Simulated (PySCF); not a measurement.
**CsZn+: from the state search to spectroscopic constants**

One job finds the state of CsZn+, follows it along the bond with each method and fits the curves.

Program: PySCF 2.14.0. Level of theory: Cs def2-SVPD with ECP46, Zn def2-SVPD, scalar-relativistic core potentials. These are calculated values, not measurements.

## Step 1: Set-up

A driver script around PySCF takes these settings:

| Property | Result |
| --- | --- |
| atoms | Cs, Zn |
| charge | 1 |
| basis | Cs def2-SVPD with ECP46, Zn def2-SVPD |
| Hamiltonian | scalar-relativistic core potentials |
| basis functions | 61 |
| electrons treated | 38 |
| masses in u | 132.9054, 63.9291 |
| levels | PBE0, PBE, r²SCAN, M06-L, BHandHLYP, BP86, HSE06, HF, MP2, SCS-MP2, CCSD, CCSD(T) |
| grid | 80 radial by 434 angular points |
| occupations | held fixed by the projection of orbital angular momentum |
| dissociation limit | Cs+ + Zn, each in its ground configuration |
| starting distance in angstrom | 3.495 |
| values of 2S to try | 0, 2 |

Started as:

```
OMP_NUM_THREADS=1 python dia.py task.json out
```

Further steps of the session: PBE0 along the bond; Other states along the same grid; PBE; r²SCAN; M06-L; BHandHLYP; BP86 (GGA); HSE06 (range-separated hybrid); RHF (mean field); Adding correlation.

What does the calculation give? Wanted: for each run, Re; ωe; De; μ.

**Answer**, as computed:

Lowest PBE0 solution found, without spin–orbit coupling: ¹Σ⁺ (singlet), closed shell. State 2 has its PBE0 minimum 3.38 eV higher. The other levels ran on the lowest alone.

| level | Re (Å) | ωe (cm⁻¹) | De (eV) | μ (D) |
| --- | --- | --- | --- | --- |
| RHF | 4.297 | 37.0 | 0.124 | -4.60 |
| RHF-MP2 | 3.969 | 47.2 | 0.208 | n/a |
| RHF-SCS-MP2 | 4.018 | 44.9 | 0.188 | n/a |
| RHF-CCSD | 4.033 | 43.7 | 0.176 | n/a |
| RHF-CCSD(T) | 4.009 | 44.6 | 0.182 | n/a |
| PBE | 3.798 | 56.2 | 0.232 | -3.70 |
| BP86 | 3.820 | 53.4 | 0.187 | -3.85 |
| r²SCAN | 3.845 | 53.9 | 0.201 | -3.86 |
| M06-L | 3.838 | 54.4 | 0.165 | -4.21 |
| PBE0 | 3.863 | 53.6 | 0.205 | -3.81 |
| HSE06 | 3.845 | 54.3 | 0.209 | -3.80 |
| BHandHLYP | 3.986 | 47.7 | 0.163 | -4.13 |

De is counted to Cs+ + Zn in their ground configurations. A positive dipole points from Cs to Zn; in an ion it is taken about the centre of mass and does not tell which atom is negative.

What this shows: The methods spread over 0.499 Å in bond length, from PBE to RHF. CCSD(T) can't serve as the judge here: for a weak bond in this basis it is far from its limit. Of the levels with a De here, RHF gives the least (0.124 eV) and PBE the most (0.232 eV).

Correlated steps freeze 5 core orbitals. Spin–orbit coupling is left out. The bond is weak, and basis-set superposition, which was not computed, may be a sizeable part of it.
